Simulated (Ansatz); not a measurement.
# Y2C: the cost of one run

Computed with Ansatz 0.2.0 (DFT PBEsol, scalar-relativistic, unless a step's input says otherwise).

### Step 1. The structure to begin with

The structure is trigonal, space group R-3m (No. 166). Conventional cell: a = 3.625 Å, b = 3.625 Å, c = 17.964 Å, α = 90.00°, β = 90.00°, γ = 120.00°. Y (site symmetry 3m) is surrounded by 3 C at 2.49 Å. C (site symmetry -3m) is surrounded by 6 Y at 2.49 Å.

Structure file:

```xyz
3
Lattice="1.8124 1.0464 5.9880 -1.8124 1.0464 5.9880 0.0000 -2.0928 5.9880" Properties=species:S:1:pos:R:3 pbc="T T T"
Y     0.0000    0.0000    4.6335
Y     0.0000    0.0000   13.3305
C     0.0000    0.0000    0.0000
```

Atoms are numbered in the order of the input: Y1, Y2, C3.

### Step 2. Volume × 0.94, LAPW

input.yaml

```yaml
crystal:
  lattice:
    - [1.7754207076, 1.0250396235, 5.865761619]
    - [-1.7754207076, 1.0250396235, 5.865761619]
    - [0.0, -2.0500792469, 5.865761619]
  atoms:
    - { symbol: "Y", position: [0.25793, 0.25793, 0.25793] }
    - { symbol: "Y", position: [0.74207, 0.74207, 0.74207] }
    - { symbol: C, position: [0.0, 0.0, 0.0] }
kpoints:
  mp_grid: { grid: [11, 11, 11] }
  band_path:
    path:
      - [0.0, 0.0, 0.0]
      - [0.5, 0.5, 0.5]
      - [0.8129750465, 0.1870249535, 0.5]
      - [0.5, -0.1870249535, 0.1870249535]
      - [0.5, 0.0, 0.0]
      - [0.0, 0.0, 0.0]
      - [0.3435124768, -0.3435124768, 0.0]
      - [0.6564875232, 0.0, 0.3435124768]
      - [0.5, 0.0, 0.5]
    npoints: 5
scf:
  occupations: { method: fermi_dirac, width: 0.05 }
hamiltonian:
  xc: pbesol
  pseudopotentials: { kind: all_electron, lapw: { basis_error: 0.001 } }
output:
  forces: true
  stress: true
  eigenvalues: true
```

Run with:

```bash
ansatz run input.yaml --threads 1 --pin off --max-ram 4096MiB --backend cpu --events-out ev --progress --plain --runs-dir out
```

**Question.** How long does this run take on 1 thread of Arm Neoverse V1, shared host, and how much memory does it need?

About 95 s, with a peak of 0.68 GiB.
